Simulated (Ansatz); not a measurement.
**F₂H₄O₄W: shape, modes and thermochemistry**

What shape does F₂H₄O₄W take? The plan is to relax it, then compute its harmonic vibrations to see whether it is a minimum and to get the zero-point energy and entropy, and look at its orbitals and charge.

Method: RKS PBE0-D4/def2-TZVP; program: Ansatz 0.2.0, Gaussian basis.

Plan: relaxation at PBE0-D4/def2-TZVP; harmonic vibrations at the same level; a single point in def2-TZVPP for the fields.

## Step 1: The system as given

SMILES `[OH][W]([OH])([OH])([OH])([F])[F]`, 11 atoms, charge 0, spin multiplicity 1.

Atoms are counted from 1 here; the program's logs count them from 0.

Bond lengths: O1–W2 1.861 Å, O1–H8 0.963 Å, W2–O3 1.856 Å, W2–O4 1.862 Å, W2–O5 1.857 Å, W2–F6 1.923 Å, W2–F7 1.923 Å, O3–H9 0.962 Å, O4–H10 0.963 Å, O5–H11 0.961 Å. Angles: W2–O1–H8 150.8°, O1–W2–O3 92.8°, O1–W2–O4 172.1°, O1–W2–O5 92.5°, O1–W2–F6 87.0°, O1–W2–F7 87.3°, O3–W2–O4 92.5°, O3–W2–O5 95.5°, O3–W2–F6 89.9°, O3–W2–F7 174.7°, O4–W2–O5 92.7°, O4–W2–F6 87.2°, O4–W2–F7 86.9°, O5–W2–F6 174.7°, O5–W2–F7 89.8°, F6–W2–F7 84.9°, W2–O3–H9 173.8°, W2–O4–H10 149.4° and more.

The start is a GFN2-xTB geometry. W takes the def2 core potential; no spin-orbit term is included.

## Step 2: Optimising with PBE0-D4/def2-TZVP

File in.yaml:

```yaml
crystal:
  periodic: [false, false, false]
  atoms:
    - {symbol: O, position_ang: [-1.319170, -1.041370, 0.838330]}
    - {symbol: W, position_ang: [-0.089820, 0.114900, 0.053930]}
    - {symbol: O, position_ang: [1.357820, -0.752820, 0.825980]}
    - {symbol: O, position_ang: [0.987310, 1.460900, -0.650890]}
    - {symbol: O, position_ang: [-0.057310, -0.859610, -1.526260]}
    - {symbol: F, position_ang: [-0.266350, 1.208820, 1.625080]}
    - {symbol: F, position_ang: [-1.592520, 1.118470, -0.603070]}
    - {symbol: H, position_ang: [-2.125120, -1.194980, 1.342990]}
    - {symbol: H, position_ang: [2.113530, -1.121840, 1.292270]}
    - {symbol: H, position_ang: [1.133140, 2.394760, -0.836380]}
    - {symbol: H, position_ang: [-0.141520, -1.327230, -2.361980]}
basis:
  gaussian: {orbitals: def2-TZVP}
hamiltonian: {xc: pbe0, dispersion: d4}
relax: {f_tol: 0.005, max_steps: 150}
```

Run with:

```
$ ansatz run in.yaml --threads 8 --pin off --events-out ev --progress --plain --max-ram 20889MiB
```

Further steps of the session: Force constants and modes; Orbitals, density and potential.

Before running them: what should the planned runs give, taken together? Wanted: point group; shift from the start; total energy; dispersion term; dipole moment; lowest, highest wavenumber; zero-point energy; HOMO, LUMO.

As calculated:

| quantity | value |
| --- | --- |
| point group | C1 |
| steps | 49 |
| shift from the start (rms) | 0.471 Å |
| total energy | -15511.8371 eV |
| dispersion term | -222 meV |
| dipole moment | 1.37 D |
| lowest, highest wavenumber | 115, 3901 cm⁻¹ |
| zero-point energy | 156.8 kJ/mol |
| entropy at 298.15 K | 402.4 J/(mol K) |
| HOMO, LUMO | -9.52, -2.63 eV |

What this shows: The atoms moved 0.47 Å (rms) from the start; the bond that changed most is W2–F6, from 1.923 to 1.894 Å. All wavenumbers are real, so the end point is a minimum. The stiffest mode, 3901 cm⁻¹, is an O–H stretch, and 4 modes under 200 cm⁻¹ make the vibrational entropy uncertain. Harmonic hybrid wavenumbers usually lie a few per cent above measured fundamentals. The largest Mulliken charge, +1.56 e, sits on W2. The HOMO lies mostly on O4 34 %; O3 22 % and the LUMO on W2 59 %; O1 11 %.
